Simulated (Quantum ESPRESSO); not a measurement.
# AlN (P6_3mc) in Quantum ESPRESSO: phonons with LDA

Aim: the phonons of AlN with LDA.

Everything below comes from runs of Quantum ESPRESSO 7.5. Logs are shortened: lines on timing, memory, paths and dates and some standing lists are left out, and cuts for length are marked.

**What was measured.**

“Structural and optical properties of self-assembled AlN nanowires grown on SiO2/Si substrates by molecular beam epitaxy”, 2024, arxiv:2402.00216 quotes, for a bulk crystal of AlN at 0 K: band gap 6.0343 eV (an exciton energy, a little under the gap).

How close the calculation comes is told below.

### Step 1. The structure

It takes space group P6_3mc (No. 186, hexagonal). The conventional cell has a = 3.132 Å, b = 3.132 Å, c = 4.963 Å, α = 90.00°, β = 90.00°, γ = 120.00°. Around Al (site symmetry 3m) lie 4 N at 1.89 to 1.90 Å. Around N (site symmetry 3m) lie 4 Al at 1.89 to 1.90 Å.

### Step 2. Phonons, LDA

Contents of pw.in:

```
&CONTROL
  calculation = 'scf'
  prefix = 'pwscf'
  outdir = './tmp'
  pseudo_dir = './pseudo'
  tprnfor = .true.
  tstress = .true.
  disk_io = 'low'
/
&SYSTEM
  ibrav = 0
  celldm(1) = 8
  nat = 4
  ntyp = 2
  ecutwfc = 84
  nbnd = 14
  occupations = 'smearing'
  smearing = 'fd'
  degauss = 0.00367493
/
&ELECTRONS
  conv_thr = 8d-10
  electron_maxstep = 120
  mixing_beta = 0.5
/
ATOMIC_SPECIES
Al    26.9815 Al.upf
N     14.0070 N.upf
CELL_PARAMETERS alat
  0.7397517163145   0.0000000000000   0.0000000000000
 -0.3698758581572   0.6406437788260   0.0000000000000
  0.0000000000000   0.0000000000000   1.1723013849304
ATOMIC_POSITIONS crystal
Al     0.3333333333    0.6666666667    0.0000000000
Al     0.6666666667    0.3333333333    0.5000000000
N      0.3333333333    0.6666666667    0.3800000000
N      0.6666666667    0.3333333333    0.8800000000
K_POINTS automatic
8 8 5 0 0 0
```

Contents of relax.in:

```
&CONTROL
  calculation = 'relax'
  prefix = 'pwscf'
  outdir = './tmp'
  pseudo_dir = './pseudo'
  tprnfor = .true.
  tstress = .true.
  disk_io = 'low'
  nstep = 40
  forc_conv_thr = 0.0001
  etot_conv_thr = 1d-06
/
&SYSTEM
  ibrav = 0
  celldm(1) = 8
  nat = 4
  ntyp = 2
  ecutwfc = 84
  nbnd = 14
  occupations = 'smearing'
  smearing = 'fd'
  degauss = 0.00367493
/
&ELECTRONS
  conv_thr = 8d-10
  electron_maxstep = 120
  mixing_beta = 0.5
/
&IONS
  ion_dynamics = 'bfgs'
/
ATOMIC_SPECIES
Al    26.9815 Al.upf
N     14.0070 N.upf
CELL_PARAMETERS alat
  0.7397517163145   0.0000000000000   0.0000000000000
 -0.3698758581572   0.6406437788260   0.0000000000000
  0.0000000000000   0.0000000000000   1.1723013849304
ATOMIC_POSITIONS crystal
Al     0.3333333333    0.6666666667    0.0000000000
Al     0.6666666667    0.3333333333    0.5000000000
N      0.3333333333    0.6666666667    0.3800000000
N      0.6666666667    0.3333333333    0.8800000000
K_POINTS automatic
8 8 5 0 0 0
```

Contents of scf2.in:

```
&CONTROL
  calculation = 'scf'
  prefix = 'pwscf'
  outdir = './tmp'
  pseudo_dir = './pseudo'
  tprnfor = .true.
  tstress = .true.
  disk_io = 'low'
/
&SYSTEM
  ibrav = 0
  celldm(1) = 8
  nat = 4
  ntyp = 2
  ecutwfc = 84
  nbnd = 14
  occupations = 'fixed'
/
&ELECTRONS
  conv_thr = 1d-13
  electron_maxstep = 120
  mixing_beta = 0.5
  startingpot = 'file'
  startingwfc = 'file'
/
ATOMIC_SPECIES
Al    26.9815 Al.upf
N     14.0070 N.upf
CELL_PARAMETERS alat
  0.7397517163182   0.0000000000000   0.0000000000000
 -0.3698758581591   0.6406437788247   0.0000000000000
  0.0000000000000   0.0000000000000   1.1723013849253
ATOMIC_POSITIONS crystal
Al     0.3333333334    0.6666666668   -0.0017398926
Al     0.6666666668    0.3333333334    0.4982601074
N      0.3333333334    0.6666666668    0.3817398926
N      0.6666666668    0.3333333334    0.8817398926
K_POINTS automatic
8 8 5 0 0 0
```

Contents of ph.in:

```
phonons of AlN
&INPUTPH
  prefix = 'pwscf'
  outdir = './tmp'
  tr2_ph = 1d-18
  fildyn = 'dyn'
  niter_ph = 90
  alpha_mix(1) = 0.7
  epsil = .true.
/
0.0000000000 0.0000000000 0.0000000000
```

Contents of dynmat.in:

```
&INPUT
  fildyn = 'dyn'
  asr = 'crystal'
  lperm = .true.
  filout = 'dynmat.disp'
  fileig = 'dynmat.eig'
/
```

Contents of dynmat_lo.in:

```
&INPUT
  fildyn = 'dyn'
  asr = 'crystal'
  filout = 'dynmat_lo.disp'
  fileig = 'dynmat_lo.eig'
  q(1) = 0
  q(2) = 0
  q(3) = 1
/
```

Potentials or basis: PseudoDojo 0.4.1 SR LDA standard.

Run with:

```
OMP_NUM_THREADS=1 mpirun -n 2 pw.x -nk 2 -in pw.in > pw.out
OMP_NUM_THREADS=1 mpirun -n 2 pw.x -nk 2 -in relax.in > relax.out
OMP_NUM_THREADS=1 mpirun -n 2 pw.x -nk 2 -in scf2.in > scf2.out
OMP_NUM_THREADS=1 mpirun -n 2 ph.x -nk 2 -in ph.in > ph.out
OMP_NUM_THREADS=1 mpirun -n 1 dynmat.x -in dynmat.in > dynmat.out
OMP_NUM_THREADS=1 mpirun -n 1 dynmat.x -in dynmat_lo.in > dynmat_lo.out
```

pw.out:

```text
This program is part of the open-source Quantum ESPRESSO suite
     for quantum simulation of materials; please cite
[... 6 lines left out ...]
     using ibrav=0 with symmetry is DISCOURAGED, use correct ibrav instead

     K-points division:     npool     =       2
     Subspace diagonalization in iterative solution of the eigenvalue problem:
     a serial algorithm will be used

     G-vector sticks info
     --------------------
     sticks:   dense  smooth     PW     G-vecs:    dense   smooth      PW
     Sum         817     817    241                29611    29611    4661

     Using Slab Decomposition

     bravais-lattice index     =            0
     lattice parameter (alat)  =       8.0000  a.u.
     unit-cell volume          =     284.4539 (a.u.)^3
     number of atoms/cell      =            4
     number of atomic types    =            2
     number of electrons       =        16.00
     number of Kohn-Sham states=           14
     kinetic-energy cutoff     =      84.0000  Ry
     charge density cutoff     =     336.0000  Ry
     scf convergence threshold =      8.0E-10
     mixing beta               =       0.5000
     number of iterations used =            8  plain     mixing
     Exchange-correlation= SLA  PW   NOGX NOGC
                           (   1   4   0   0   0   0   0)

     celldm(1)=   8.000000  celldm(2)=   0.000000  celldm(3)=   0.000000
     celldm(4)=   0.000000  celldm(5)=   0.000000  celldm(6)=   0.000000

     crystal axes: (cart. coord. in units of alat)
               a(1) = (   0.739752   0.000000   0.000000 )
               a(2) = (  -0.369876   0.640644   0.000000 )
               a(3) = (   0.000000   0.000000   1.172301 )

     reciprocal axes: (cart. coord. in units 2 pi/alat)
               b(1) = (  1.351805  0.780465 -0.000000 )
               b(2) = (  0.000000  1.560930  0.000000 )
               b(3) = (  0.000000 -0.000000  0.853023 )

     PseudoPot. # 1 for Al read from file:
     Al.upf
     Pseudo is Norm-conserving + core correction, Zval =  3.0
     Generated using ONCVPSP code by D. R. Hamann
     Using radial grid of 1854 points,  6 beta functions with:
                l(1) =   0
                l(2) =   0
                l(3) =   1
                l(4) =   1
                l(5) =   2
                l(6) =   2

     PseudoPot. # 2 for N  read from file:
     N.upf
     Pseudo is Norm-conserving + core correction, Zval =  5.0
     Generated using ONCVPSP code by D. R. Hamann
     Using radial grid of 1058 points,  4 beta functions with:
                l(1) =   0
                l(2) =   0
                l(3) =   1
                l(4) =   1

     atomic species   valence    mass     pseudopotential
     Al                3.00    26.98150     Al( 1.00)
     N                 5.00    14.00700     N ( 1.00)

     12 Sym. Ops. (no inversion) found ( 6 have fractional translation)

   Cartesian axes

     site n.     atom                  positions (alat units)
         1        Al     tau(   1) = (  -0.0000000   0.4270959   0.0000000  )
         2        Al     tau(   2) = (   0.3698759   0.2135479   0.5861507  )
         3        N      tau(   3) = (  -0.0000000   0.4270959   0.4454745  )
         4        N      tau(   4) = (   0.3698759   0.2135479   1.0316252  )

     number of k points=    30  Fermi-Dirac smearing, width (Ry)=  0.0037
                       cart. coord. in units 2pi/alat
        k(    1) = (   0.0000000   0.0000000   0.0000000), wk =   0.0062500
        k(    2) = (   0.0000000   0.0000000   0.1706046), wk =   0.0125000
        k(    3) = (   0.0000000   0.0000000   0.3412092), wk =   0.0125000
        k(    4) = (   0.0000000   0.1951162   0.0000000), wk =   0.0375000
        k(    5) = (   0.0000000   0.1951162   0.1706046), wk =   0.0750000
        k(    6) = (   0.0000000   0.1951162   0.3412092), wk =   0.0750000
[... 22 lines left out ...]
        k(   29) = (   0.3379512   0.7804649   0.1706046), wk =   0.0750000
        k(   30) = (   0.3379512   0.7804649   0.3412092), wk =   0.0750000

     Dense  grid:    29611 G-vectors     FFT dimensions: (  36,  36,  60)

     Initial potential from superposition of free atoms

     starting charge      15.9956, renormalised to      16.0000
     Starting wfcs are   16 randomized atomic wfcs

     Self-consistent Calculation

     iteration #  1     ecut=    84.00 Ry     beta= 0.50
     Davidson diagonalization with overlap
     ethr =  1.00E-02,  avg # of iterations =  4.0

     total energy              =     -51.00717493 Ry
     estimated scf accuracy    <       1.19755236 Ry

     iteration #  2     ecut=    84.00 Ry     beta= 0.50
     Davidson diagonalization with overlap
     ethr =  7.48E-03,  avg # of iterations =  2.0

     total energy              =     -51.34777574 Ry
     estimated scf accuracy    <       0.16339911 Ry

     iteration #  3     ecut=    84.00 Ry     beta= 0.50
     Davidson diagonalization with overlap
     ethr =  1.02E-03,  avg # of iterations =  1.6

     total energy              =     -51.36878166 Ry
     estimated scf accuracy    <       0.01014924 Ry

     iteration #  4     ecut=    84.00 Ry     beta= 0.50
     Davidson diagonalization with overlap
     ethr =  6.34E-05,  avg # of iterations =  6.1

     total energy              =     -51.37156435 Ry
     estimated scf accuracy    <       0.00629443 Ry

     iteration #  5     ecut=    84.00 Ry     beta= 0.50
     Davidson diagonalization with overlap
     ethr =  3.93E-05,  avg # of iterations =  1.6
[... 22 lines left out ...]
     total energy              =     -51.37182480 Ry
     estimated scf accuracy    <       0.00000045 Ry

     iteration #  9     ecut=    84.00 Ry     beta= 0.50
     Davidson diagonalization with overlap
     ethr =  2.80E-09,  avg # of iterations =  2.1

     total energy              =     -51.37182493 Ry
     estimated scf accuracy    <          1.6E-09 Ry

     iteration # 10     ecut=    84.00 Ry     beta= 0.50
     Davidson diagonalization with overlap
     ethr =  1.00E-11,  avg # of iterations =  4.1

     total energy              =     -51.37182494 Ry
     estimated scf accuracy    <          1.2E-09 Ry

     iteration # 11     ecut=    84.00 Ry     beta= 0.50
     Davidson diagonalization with overlap
     ethr =  7.80E-12,  avg # of iterations =  2.0

     End of self-consistent calculation

          k = 0.0000 0.0000 0.0000 (  3681 PWs)   bands (ev):

    -8.2321  -5.9931   0.7475   5.8358   5.8358   6.5195   6.5195   6.7363
    10.8942  13.1057  17.1581  17.5555  17.5555  19.5572

          k = 0.0000 0.0000 0.1706 (  3687 PWs)   bands (ev):

    -8.0752  -6.3023   1.2878   5.8975   5.8975   5.9266   6.4507   6.4507
    11.5351  13.2106  16.9180  17.5204  17.5204  18.6555

          k = 0.0000 0.0000 0.3412 (  3718 PWs)   bands (ev):

    -7.6271  -6.9703   2.6254   4.3083   6.0627   6.0627   6.2740   6.2740
    12.6154  13.2427  16.6761  17.2891  17.6629  17.6633

          k = 0.0000 0.1951 0.0000 (  3701 PWs)   bands (ev):

    -8.0343  -5.8849   0.9801   4.9692   5.5908   5.7065   6.4844   6.6408
    11.7126  13.8281  16.3438  16.5421  18.0983  19.0344

          k = 0.0000 0.1951 0.1706 (  3713 PWs)   bands (ev):

    -7.8812  -6.1753   1.4665   5.0317   5.3275   5.6681   6.3700   6.3899
    12.1250  13.9132  16.0017  16.5595  18.0134  18.5188

          k = 0.0000 0.1951 0.3412 (  3707 PWs)   bands (ev):

    -7.4456  -6.8117   2.6540   4.0654   5.4481   5.8775   5.8957   6.1525
    12.9938  13.7712  15.7632  16.2878  18.0721  18.1226
[... 11 lines left out ...]
          k = 0.0000 0.3902 0.3412 (  3713 PWs)   bands (ev):

    -6.9489  -6.3939   2.3758   3.0653   4.6486   5.4919   5.6258   5.8591
    12.8198  13.4931  15.6151  16.2634  17.8253  18.4851

          k = 0.0000 0.5853 0.0000 (  3703 PWs)   bands (ev):

    -6.7261  -5.4579   1.8290   2.6273   3.0999   4.7423   5.5615   6.1339
    12.6132  12.9682  14.6277  16.7915  17.6679  18.5169

          k = 0.0000 0.5853 0.1706 (  3695 PWs)   bands (ev):

    -6.6160  -5.5892   1.5171   2.5320   3.5390   4.8526   5.7799   5.9712
    12.1769  12.8769  15.3715  16.4710  18.0374  18.0727

          k = 0.0000 0.5853 0.3412 (  3700 PWs)   bands (ev):

    -6.3167  -5.9241   1.4684   1.8804   4.7212   5.1594   5.5824   5.6484
    12.0153  12.6112  15.7003  16.3879  17.9138  18.4617

          k = 0.0000-0.7805 0.0000 (  3706 PWs)   bands (ev):

    -6.2413  -5.5148   1.2871   2.5990   3.3621   4.6008   4.9272   6.0529
    12.3276  12.4738  14.7458  16.8317  17.4077  18.6823

          k = 0.0000-0.7805 0.1706 (  3698 PWs)   bands (ev):

    -6.1641  -5.5708   1.0831   2.0827   3.9139   4.7148   5.3931   5.8812
    11.8710  12.4255  15.6822  16.1648  17.8586  18.7856

          k = 0.0000-0.7805 0.3412 (  3700 PWs)   bands (ev):

    -5.9658  -5.7357   0.9887   1.3524   4.9419   5.0327   5.4733   5.6350
    11.6650  12.2663  15.5913  16.2081  17.9328  18.6021

          k = 0.1690 0.2927 0.0000 (  3713 PWs)   bands (ev):

    -7.6576  -5.7025   1.4314   4.0393   4.2467   5.4633   6.1793   6.4137
    12.7293  14.7224  15.2467  15.4827  18.0216  18.4588

          k = 0.1690 0.2927 0.1706 (  3702 PWs)   bands (ev):

    -7.5133  -5.9539   1.7687   4.0742   4.2704   5.3068   6.0489   6.3303
    12.8199  14.6172  15.1273  15.6710  17.9346  18.6265

          k = 0.1690 0.2927 0.3412 (  3711 PWs)   bands (ev):

    -7.1054  -6.5222   2.5567   3.4334   4.8937   5.3015   5.7591   5.8593
    13.2184  13.9246  15.4826  15.8672  17.8423  18.3414

          k = 0.1690 0.4878 0.0000 (  3705 PWs)   bands (ev):

    -6.9928  -5.4812   2.2648   2.5726   3.3154   4.6941   5.8025   5.8885
    13.3685  13.6234  14.7290  16.3015  17.4074  18.1644

          k = 0.1690 0.4878 0.1706 (  3694 PWs)   bands (ev):

    -6.8699  -5.6522   1.9421   2.8175   3.6451   4.6074   5.5856   6.0843
    12.9608  13.6913  15.0107  16.4252  17.4246  18.2113

          k = 0.1690 0.4878 0.3412 (  3695 PWs)   bands (ev):
[... 29 lines left out ...]
          k = 0.3380 0.5853 0.3412 (  3681 PWs)   bands (ev):

    -6.0204  -5.7334   1.7349   1.8718   3.5427   4.0240   5.3686   5.9793
    13.1509  13.4572  15.4053  15.8217  17.7616  18.0114

          k = 0.3380 0.7805 0.0000 (  3694 PWs)   bands (ev):

    -5.8943  -5.5560   1.7832   2.9512   3.0924   3.9192   4.5778   4.6851
    11.8377  14.5779  15.9413  16.4088  17.6245  18.3426

          k = 0.3380 0.7805 0.1706 (  3688 PWs)   bands (ev):

    -5.8473  -5.5707   1.7422   2.4379   2.7628   4.2509   4.6998   5.2854
    12.2938  14.5013  15.3820  15.8800  17.8828  18.1797

          k = 0.3380 0.7805 0.3412 (  3674 PWs)   bands (ev):

    -5.7363  -5.6289   1.6252   1.8271   2.9508   3.5677   5.6612   5.9137
    13.1257  13.9202  14.9875  15.2485  18.0011  18.0714

     the Fermi energy is     9.2612 ev

!    total energy              =     -51.37182494 Ry
     estimated scf accuracy    <          3.7E-10 Ry
     smearing contrib. (-TS)   =      -0.00000000 Ry
     internal energy E=F+TS    =     -51.37182494 Ry

     The total energy is F=E-TS. E is the sum of the following terms:
     one-electron contribution =      -2.32025477 Ry
     hartree contribution      =      11.27239405 Ry
     xc contribution           =     -16.96316212 Ry
     ewald contribution        =     -43.36080210 Ry

     convergence has been achieved in  11 iterations

     Forces acting on atoms (cartesian axes, Ry/au):

     atom    1 type  1   force =     0.00000000    0.00000000   -0.00843544
     atom    2 type  1   force =    -0.00000000   -0.00000000   -0.00843544
     atom    3 type  2   force =    -0.00000000   -0.00000000    0.00843544
     atom    4 type  2   force =     0.00000000    0.00000000    0.00843544

     Total force =     0.016871     Total SCF correction =     0.000001

     Computing stress (Cartesian axis) and pressure

          total   stress  (Ry/bohr**3)                   (kbar)     P=      -74.02
  -0.00062981   0.00000000   0.00000000          -92.65        0.00        0.00
   0.00000000  -0.00062981   0.00000000            0.00      -92.65        0.00
   0.00000000   0.00000000  -0.00024990            0.00        0.00      -36.76

=------------------------------------------------------------------------------=
   JOB DONE.
=------------------------------------------------------------------------------=
```

Wall time 5.1 min (2 MPI ranks of Intel Xeon Platinum 8375C at 2.90GHz (Ice Lake), shared host); peak memory 0.18 GiB.

Results:

| Property | Result |
| --- | --- |
| Free energy | -698.9530 eV |
| Pressure after relaxing | -7.5 GPa |
| Band gap on the k mesh | 4.11 eV, direct |
| Electronic dielectric tensor (diagonal) | 4.42, 4.42, 4.62 |
| Born charges (mean of the diagonal) | Al +2.57; N -2.57 e |
| Highest phonon frequency at Γ, LO-TO splitting left out | 709 cm⁻¹ |
| Static dielectric tensor (diagonal) | 8.29, 8.29, 9.78 |

Stress tensor (GPa, compression positive):
```
-8.66  0.00  0.00
 0.00 -8.66  0.00
 0.00  0.00 -5.27
```

Step by step:
```
step  energy change (eV)  largest force (eV/Å)  pressure (GPa)
   1              0.0000                0.2169           -7.40
   2             -0.0028                0.1021           -7.48
   3             -0.0037                0.0048           -7.53
   4             -0.0037                0.0002           -7.53
```

Final structure:
```yaml
crystal:
  lattice:
    - [3.13168, 0.00000, 0.00000]
    - [-1.56584, 2.71211, 0.00000]
    - [0.00000, 0.00000, 4.96284]
  atoms:
    - { symbol: Al, position: [0.33333, 0.66667, 0.99826] }
    - { symbol: Al, position: [0.66667, 0.33333, 0.49826] }
    - { symbol: N, position: [0.33333, 0.66667, 0.38174] }
    - { symbol: N, position: [0.66667, 0.33333, 0.88174] }
```

Phonon frequencies in cm⁻¹ (negative: imaginary):
```tsv
q point	frequencies
(0.000, 0.000, 0.000)	0 0 0 244 244 533 593 631 631 644 644 709
```

Electronic dielectric tensor:
```
4.42 0.00 0.00
0.00 4.42 0.00
0.00 0.00 4.62
```

Born effective charge tensors (e):
atom 1, Al
```
2.52 0.00 0.00
0.00 2.52 0.00
0.00 0.00 2.68
```
atom 2, Al
```
2.52 0.00 0.00
0.00 2.52 0.00
0.00 0.00 2.68
```
atom 3, N
```
-2.52  0.00  0.00
 0.00 -2.52  0.00
 0.00  0.00 -2.68
```
atom 4, N
```
-2.52  0.00  0.00
 0.00 -2.52  0.00
 0.00  0.00 -2.68
```

Optical modes at Γ, degenerate ones joined, polar ones without the macroscopic field:
| cm⁻¹ | components | symmetry | active in | IR intensity, summed ((D/Å)²/amu) |
| --- | --- | --- | --- | --- |
| 244 | 2 | E2 | Raman | 0.00 |
| 533 | 1 | B1 | silent | 0.00 |
| 593 | 1 | A1 | IR and Raman | 35.95 |
| 631 | 2 | E2 | Raman | 0.00 |
| 644 | 2 | E1 | IR and Raman | 63.36 |
| 709 | 1 | B1 | silent | 0.00 |

Zone-centre frequencies without and with the macroscopic field along z (cm⁻¹):
```csv
,optical modes in rising order
without,244 244 533 593 631 631 644 644 709
with the field,244 244 533 631 631 644 644 709 864
```

Static dielectric tensor, electrons and zone-centre modes:
```
8.29 0.00 0.00
0.00 8.29 0.00
0.00 0.00 9.78
```

Caveat: the cell is more than 3 GPa from zero pressure, which shifts response properties; on a mesh that holds Γ this program's dielectric tensor can be off by some percent beyond the error of the mesh.

### Step 3. Against experiment

Step 2. Against the measured gap of AlN, 6.0343 eV (an exciton energy, a little under the gap; 0 K; quoted in “Structural and optical properties of self-assembled AlN nanowires grown on SiO2/Si substrates by molecular beam epitaxy”, 2024, arxiv:2402.00216), the calculated 4.11 eV is off by -1.93 eV. 2 values of this kind are on record (6.034 to 6.0343 eV); this one was drawn at random. The value is that of LDA, without temperature or zero-point motion. Semilocal functionals fall short of measured gaps as a rule.
